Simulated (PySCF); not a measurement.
# H16O8Yb (Yb(H2O)83+): the cost of one run

The runs use PySCF 2.14.0; BP86, Yb lcecp-1-SVP with ECP59, O def2-SVP, H def2-SVP; scalar-relativistic core potentials, no spin–orbit coupling.

4 further runs of the same task are left out: 2 for a known fault of the program, 2 that didn't finish.

### Step 1. The starting structure

25 atoms, charge 3, spin multiplicity 1.

Bond lengths: Yb1–O2 2.438 Å, Yb1–O5 2.438 Å, Yb1–O8 2.438 Å, Yb1–O11 2.438 Å, Yb1–O14 2.437 Å, Yb1–O17 2.437 Å, Yb1–O20 2.437 Å, Yb1–O23 2.437 Å, O2–H3 0.970 Å, O2–H4 0.970 Å, O5–H6 0.970 Å, O5–H7 0.970 Å, O8–H9 0.970 Å, O8–H10 0.970 Å, O11–H12 0.970 Å, O11–H13 0.970 Å, O14–H15 0.970 Å, O14–H16 0.970 Å and more. Angles: O2–Yb1–O5 74.6°, O2–Yb1–O8 118.0°, O2–Yb1–O11 74.6°, O2–Yb1–O14 75.2°, O2–Yb1–O17 141.7°, O2–Yb1–O20 141.7°, O2–Yb1–O23 75.2°, O5–Yb1–O8 74.6°, O5–Yb1–O11 118.0°, O5–Yb1–O14 75.2°, O5–Yb1–O17 75.2°, O5–Yb1–O20 141.7°, O5–Yb1–O23 141.7°, O8–Yb1–O11 74.6°, O8–Yb1–O14 141.7°, O8–Yb1–O17 75.2°, O8–Yb1–O20 75.2°, O8–Yb1–O23 141.7° and more.

Geometry (Å):

```xyz
25

Yb    0.00000    0.00000    0.00000
O     2.08970    0.00000    1.25490
H     2.19910    0.00000    2.21870
H     2.99190    0.00000    0.89850
O     0.00000    2.08970    1.25490
H     0.00000    2.19910    2.21870
H     0.00000    2.99190    0.89850
O    -2.08970    0.00000    1.25490
H    -2.19910    0.00000    2.21870
H    -2.99190    0.00000    0.89850
O     0.00000   -2.08970    1.25490
H     0.00000   -2.19910    2.21870
H     0.00000   -2.99190    0.89850
O     1.47760    1.47760   -1.25490
H     2.11560    2.11560   -0.89850
H     1.55500    1.55500   -2.21870
O    -1.47760    1.47760   -1.25490
H    -2.11560    2.11560   -0.89850
H    -1.55500    1.55500   -2.21870
O    -1.47760   -1.47760   -1.25490
H    -2.11560   -2.11560   -0.89850
H    -1.55500   -1.55500   -2.21870
O     1.47760   -1.47760   -1.25490
H     2.11560   -2.11560   -0.89850
H     1.55500   -1.55500   -2.21870
```

Formal oxidation states: Yb +3. Each metal's 13 4f electrons lie in its core potential, so multiplicities, spins and levels count the valence alone.

### Step 2. SCF at the start, singlet

Input file run.py (the lines that set the calculation):

```python
mol = gto.M(atom='''
Yb     0.00000     0.00000     0.00000
O      2.08970     0.00000     1.25490
H      2.19910     0.00000     2.21870
H      2.99190     0.00000     0.89850
O      0.00000     2.08970     1.25490
H      0.00000     2.19910     2.21870
H      0.00000     2.99190     0.89850
O     -2.08970     0.00000     1.25490
H     -2.19910     0.00000     2.21870
H     -2.99190     0.00000     0.89850
O      0.00000    -2.08970     1.25490
H      0.00000    -2.19910     2.21870
H      0.00000    -2.99190     0.89850
O      1.47760     1.47760    -1.25490
H      2.11560     2.11560    -0.89850
H      1.55500     1.55500    -2.21870
O     -1.47760     1.47760    -1.25490
H     -2.11560     2.11560    -0.89850
H     -1.55500     1.55500    -2.21870
O     -1.47760    -1.47760    -1.25490
H     -2.11560    -2.11560    -0.89850
H     -1.55500    -1.55500    -2.21870
O      1.47760    -1.47760    -1.25490
H      2.11560    -2.11560    -0.89850
H      1.55500    -1.55500    -2.21870''',
    basis={'Yb': 'lcecp-1-SVP', 'O': 'def2-SVP', 'H': 'def2-SVP'},
    ecp={'Yb': 'lcecp-1-SVP'},
    charge=3, spin=0)
mf = dft.RKS(mol, xc='B88,P86')
mf.grids.atom_grid = (50, 194)  # f atoms: unpruned, at least (60, 302)
mf = mf.density_fit()  # fitting sets: Yb AutoAux, O def2-universal-JKFIT, H def2-universal-JKFIT
mf.conv_tol = 1e-08; mf.max_cycle = 55
mf.kernel(dm0)  # dm0: free metal ions and neutral atoms
```

On the command line:

```console
OMP_NUM_THREADS=4 python run.py
```

Q: Estimate wall time and peak memory on 4 threads of Intel Xeon Platinum 8259CL at 2.50GHz (Skylake/Cascade Lake), shared host.

About 25 s, with a peak of 1.6 GiB.
